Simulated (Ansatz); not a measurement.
# AgCl: a single-point run

The task is a single-point run on AgCl. The structure is shown as the input types it.

The COD entry's cell or inner coordinates are ideal or old and differ from later refinements, so a difference from it is no clean test against experiment.

Computed with Ansatz 0.2.0 (density functional or hybrid calculation with the settings of its input, plane waves (as first typed), unless a step's input says otherwise).

4 further runs of the same task are left out: 1 for a known fault of the program, 3 that didn't finish.

## 1. The structure to begin with

It takes space group Fm-3m (No. 225, cubic). The conventional cell has a = 5.546 Å, b = 5.546 Å, c = 5.546 Å, α = 90.00°, β = 90.00°, γ = 90.00°. Ag (site symmetry m-3m) has 6 Cl at 2.77 Å as nearest neighbours. Cl (site symmetry m-3m) is surrounded by 6 Ag at 2.77 Å.

The input asks for a charge of +2 e on the cell.

Coordinates:

```cif
data_structure
_symmetry_space_group_name_H-M 'P 1'
_symmetry_Int_Tables_number 1
_cell_length_a 3.9219
_cell_length_b 3.9219
_cell_length_c 3.9219
_cell_angle_alpha 60.000
_cell_angle_beta 60.000
_cell_angle_gamma 60.000
_cell_volume 42.65
loop_
_atom_site_label
_atom_site_type_symbol
_atom_site_fract_x
_atom_site_fract_y
_atom_site_fract_z
_atom_site_occupancy
Ag1 Ag 0.00000 0.00000 0.00000 1
Cl1 Cl 0.50000 0.50000 0.50000 1
```

## 2. Input and run

input.yaml reads:

```yaml
crystal:
  lattice:
    - [0.0, 2.7731725651, 2.7731725651]
    - [2.7731725651, 0.0, 2.7731725651]
    - [2.7731725651, 2.7731725651, 0.0]
  atoms:
    - { symbol: Ag, position: [0.0, 0.0, 0.0] }
    - { symbol: Cl, position: [0.5, 0.5, 0.5] }
kpoints:
  mp_grid: { grid: [6, 6, 6] }
hamiltonian:
  xc: pbe
scf:
  occupations: { method: fixed }
  n_extra_bands: 4
  max_iter: 64
output:
  forces: true
  stress: true
  eigenvalues: true
total_charge: 2
```

Run with:

```
$ ansatz run input.yaml --threads 4 --pin off --max-ram 3686MiB --backend cpu --events-out ev --progress --plain --runs-dir out
```

What happens when this is run?

This run ends as converged, with warnings (band overlap at count, metallic iterate, unresolved pair at count). Its log warns: «a fill by count may have filled part of one level: at k-index 2 the highest filled band, 6.370513 eV, and the lowest empty band, 6.370513 eV, stand 2.665e-15 eV apart ...»

In the input, total_charge is 2. The net charge is not the one intended, so the run treats another number of electrons.

Run again and compare: delete total_charge (the default then holds).
